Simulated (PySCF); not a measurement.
# C5H6P2: the cost of one run

Programs: PySCF 2.14.0, with routines of our own; each step states its level. All values are computed. Atoms count from 0.

### 1 The starting structure

13 atoms, charge 0, multiplicity 1; geometry from: GFN2-xTB.

### 2 Magnetic properties: GIAO KT3/pcSseg-1

The job: settings as JSON, then the geometry in Å.

```
{"job": {"kind": "mag", "xc": "KT3", "basis": "pcSseg-1", "isotopologues": 2}, "charge": 0, "multiplicity": 1}
C     -1.968443     0.068531     0.029369
C     -0.465694     0.002489     0.001073
C      0.217977     1.203717     0.126243
P      1.923085     1.497344     0.142740
C      2.593145    -0.085378    -0.037276
P      1.828571    -1.624159    -0.202807
C      0.140730    -1.233429    -0.143400
H     -2.306227     0.474694     0.982169
H     -2.332073     0.725045    -0.760107
H     -2.411712    -0.915091    -0.104333
H     -0.388960     2.097305     0.230836
H      3.679000    -0.116479    -0.049097
H     -0.513788    -2.094102    -0.233137
```

With the program's defaults for keys left out, this is: GIAO KT3/pcSseg-1 magnetisability, rotational g tensor and spin-rotation constants, non-relativistic, gas phase.

Command:

```bash
> OMP_NUM_THREADS=1 python excited_run.py task.json out
```

This one command runs all jobs of the session in turn.

**Question.** How long does this first job take on 1 thread of Arm Neoverse N1, shared host, and how much memory does it need?

About 56 s, with a peak of 0.6 GiB.
